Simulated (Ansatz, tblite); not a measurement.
**C₁₀H₁₁F₅O₃Si: a ladder of methods and basis sets**

An exercise on one series of results from a longer session: the logs are not shown, and one member is left open.

Program: Ansatz 0.2.0, Gaussian basis. Level of theory: as each input shows. These are calculated values, not measurements.

Levels to be run: GFN1-xTB, GFN2-xTB, PBE-D4/def2-TZVP, r2SCAN-D4/def2-TZVP, BHLYP-D4/def2-TZVP, PBE-QIDH/def2-TZVP, HSE06-D4/def2-TZVP, PBE-D4/def2-SVP, PBE0-D4/def2-SVP, HF/6-31G, B3LYP-D4/6-31G, MP2/def2-SVP, RPA/def2-SVP.

## The relaxed structure

The geometry is that of the singlet, from an earlier relaxation (r2SCAN-D4/def2-SVP).

30 atoms, charge 0, spin multiplicity 1.

Bond lengths: O1–Si2 1.659 Å, O1–H20 0.964 Å, Si2–O3 1.666 Å, Si2–O4 1.658 Å, Si2–C5 1.861 Å, O3–H21 0.964 Å, O4–H22 0.965 Å, C5–C6 1.533 Å, C5–H23 1.106 Å, C5–H24 1.107 Å, C6–C7 1.525 Å, C6–H25 1.106 Å, C6–H26 1.105 Å, C7–C8 1.535 Å, C7–H27 1.105 Å, C7–H28 1.105 Å, C8–C9 1.502 Å, C8–H29 1.102 Å and more. Angles: Si2–O1–H20 114.9°, O1–Si2–O3 104.1°, O1–Si2–O4 108.6°, O1–Si2–C5 113.2°, O3–Si2–O4 113.6°, O3–Si2–C5 112.5°, O4–Si2–C5 105.0°, Si2–O3–H21 116.9°, Si2–O4–H22 115.5°, Si2–C5–C6 113.0°, Si2–C5–H23 108.6°, Si2–C5–H24 109.0°, C6–C5–H23 110.3°, C6–C5–H24 109.9°, H23–C5–H24 105.8°, C5–C6–C7 113.4°, C5–C6–H25 109.3°, C5–C6–H26 109.2° and more.

PBE0-D4/def2-TZVP was run before; its log isn't repeated, and its numbers join the tables.

Set-up of the first run:

Tight binding, by tblite at 300 K electronic temperature and without a spin-polarisation term:

```python
tblite.interface.Calculator('GFN1-xTB', numbers, positions, charge=0, uhf=0).singlepoint()
```

Tight binding, by tblite at 300 K electronic temperature and without a spin-polarisation term:

```python
tblite.interface.Calculator('GFN2-xTB', numbers, positions, charge=0, uhf=0).singlepoint()
```

start.molden holds the orbitals of an earlier run on this state, given as this run's starting guess.

Input file in.yaml:

```yaml
crystal:
  periodic: [false, false, false]
  atoms:
    - {symbol: O, position_ang: [-4.179136, 1.500988, -1.959719]}
    - {symbol: Si, position_ang: [-4.197517, 0.422962, -0.698730]}
    - {symbol: O, position_ang: [-5.480221, 0.920270, 0.240726]}
    - {symbol: O, position_ang: [-4.377321, -1.105998, -1.313997]}
    - {symbol: C, position_ang: [-2.596982, 0.374683, 0.248862]}
    - {symbol: C, position_ang: [-1.389461, 0.034208, -0.632288]}
    - {symbol: C, position_ang: [-0.068186, 0.023160, 0.130107]}
    - {symbol: C, position_ang: [1.123717, -0.338417, -0.766203]}
    - {symbol: C, position_ang: [2.427039, -0.338109, -0.019455]}
    - {symbol: C, position_ang: [3.211829, 0.814909, 0.082649]}
    - {symbol: F, position_ang: [2.821614, 1.935662, -0.530737]}
    - {symbol: C, position_ang: [4.407835, 0.840256, 0.803098]}
    - {symbol: F, position_ang: [5.135673, 1.950363, 0.871466]}
    - {symbol: C, position_ang: [4.833180, -0.313929, 1.465493]}
    - {symbol: F, position_ang: [5.965625, -0.304145, 2.157978]}
    - {symbol: C, position_ang: [4.068011, -1.480650, 1.391596]}
    - {symbol: F, position_ang: [4.472098, -2.579508, 2.020815]}
    - {symbol: C, position_ang: [2.877116, -1.473053, 0.662569]}
    - {symbol: F, position_ang: [2.157274, -2.597547, 0.617648]}
    - {symbol: H, position_ang: [-4.672013, 2.315286, -1.805407]}
    - {symbol: H, position_ang: [-5.631924, 0.438626, 1.061828]}
    - {symbol: H, position_ang: [-5.032636, -1.197092, -2.016455]}
    - {symbol: H, position_ang: [-2.448701, 1.354114, 0.741685]}
    - {symbol: H, position_ang: [-2.685615, -0.365122, 1.067656]}
    - {symbol: H, position_ang: [-1.326569, 0.761104, -1.463349]}
    - {symbol: H, position_ang: [-1.551150, -0.951313, -1.105269]}
    - {symbol: H, position_ang: [0.109579, 1.013973, 0.586716]}
    - {symbol: H, position_ang: [-0.124191, -0.698499, 0.965432]}
    - {symbol: H, position_ang: [0.962529, -1.336465, -1.204949]}
    - {symbol: H, position_ang: [1.188514, 0.379284, -1.599765]}
basis:
  gaussian: {orbitals: def2-TZVP, fitting: {mean_field: def2-universal-jkfit}, initial_orbitals: start.molden}
hamiltonian: {xc: pbe, dispersion: d4}
scf: {omitted_lower_state_checks: [starts]}
output: {forces: true, orbitals: {seedname: orbitals}}
```

Started as:

```console
$ ansatz run in.yaml --threads 2 --pin off --events-out ev --progress --plain --max-ram 32768MiB --backend cuda --devices 0, --max-vram 18GiB
```

Steps of the session up to this table: PBE-D4/def2-TZVP; r2SCAN-D4/def2-TZVP; BHLYP-D4/def2-TZVP; PBE-QIDH/def2-TZVP; HSE06-D4/def2-TZVP; PBE-D4/def2-SVP; PBE0-D4/def2-SVP; HF/6-31G; B3LYP-D4/6-31G; MP2/def2-SVP; RPA/def2-SVP.

One of the session's tables, all rows but one given; the rest of the session is left out.

It belongs to the step «Binding energy». 

| level | binding an atom (eV) |
| --- | --- |
| HF/6-31G | 2.906 |
| HF/def2-SVP | 3.334 |
| PBE-D4/def2-SVP | ? |
| PBE-D4/def2-TZVP | 4.823 |
| r2SCAN-D4/def2-TZVP | 4.679 |
| B3LYP-D4/6-31G | 4.362 |
| PBE0-D4/def2-SVP | 4.741 |
| PBE0-D4/def2-TZVP | 4.690 |
| HSE06-D4/def2-TZVP | 4.694 |
| BHLYP-D4/def2-TZVP | 4.439 |
| MP2/def2-SVP | 4.550 |

**Question.** Estimate the row for PBE-D4/def2-SVP.

**Answer.** binding an atom (eV): 4.885. In the column «binding an atom (eV)» it is the highest.

Caveats from the session: Free atoms were run apart at each level; binding is atoms less cluster, divided by the number of atoms, without zero-point or spin-orbit terms.
